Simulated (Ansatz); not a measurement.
# CH3O2Si: the cost of one run

Method: single points in def2-TZVPP; program: Ansatz 0.2.0, Gaussian basis.

Cores are frozen in the correlated methods.

1 further run of the same task is left out (it didn't finish).

## Step 1: Where the work starts

SMILES `O=[C+]O[SiH3]`, 7 atoms, charge 1, spin multiplicity 1.

Atoms are counted from 1 here; the program's logs count them from 0.

Bond lengths: O1–C2 1.136 Å, C2–O3 1.131 Å, O3–Si4 1.965 Å, Si4–H5 1.441 Å, Si4–H6 1.526 Å, Si4–H7 1.516 Å. Angles: O1–C2–O3 172.4°, C2–O3–Si4 167.4°, O3–Si4–H5 97.6°, O3–Si4–H6 98.0°, O3–Si4–H7 93.9°, H5–Si4–H6 121.7°, H5–Si4–H7 109.1°, H6–Si4–H7 125.3°.

Coordinates:

| atom | x (Å) | y (Å) | z (Å) |
| --- | --- | --- | --- |
| O1 | 1.0565 | -2.3367 | 1.4607 |
| C2 | 0.7595 | -1.4206 | 0.8582 |
| O3 | 0.4081 | -0.4548 | 0.3861 |
| Si4 | -0.4991 | 0.9710 | -0.6164 |
| H5 | 0.6795 | 1.6543 | -1.0864 |
| H6 | -1.3465 | 1.5268 | 0.5241 |
| H7 | -0.9955 | 0.0342 | -1.7002 |

## Step 2: PBE-D4/def2-TZVPP

The input, run/in.yaml:

```yaml
crystal:
  periodic: [false, false, false]
  atoms:
    - {symbol: O, position_ang: [1.056482, -2.336703, 1.460654]}
    - {symbol: C, position_ang: [0.759477, -1.420579, 0.858250]}
    - {symbol: O, position_ang: [0.408088, -0.454777, 0.386071]}
    - {symbol: Si, position_ang: [-0.499090, 0.971000, -0.616429]}
    - {symbol: H, position_ang: [0.679459, 1.654314, -1.086394]}
    - {symbol: H, position_ang: [-1.346543, 1.526813, 0.524115]}
    - {symbol: H, position_ang: [-0.995483, 0.034186, -1.700218]}
basis:
  gaussian: {orbitals: def2-TZVPP}
total_charge: 1
hamiltonian: {xc: pbe, dispersion: d4}
output: {forces: true}
```

Launch:

```
$ ansatz run in.yaml --threads 2 --pin off --events-out ev --progress --plain --max-ram 3481MiB
```

What time and memory should one allow on 2 threads of AMD EPYC 7R43, shared host?

About 2.1 s, with a peak of 0.18 GiB.
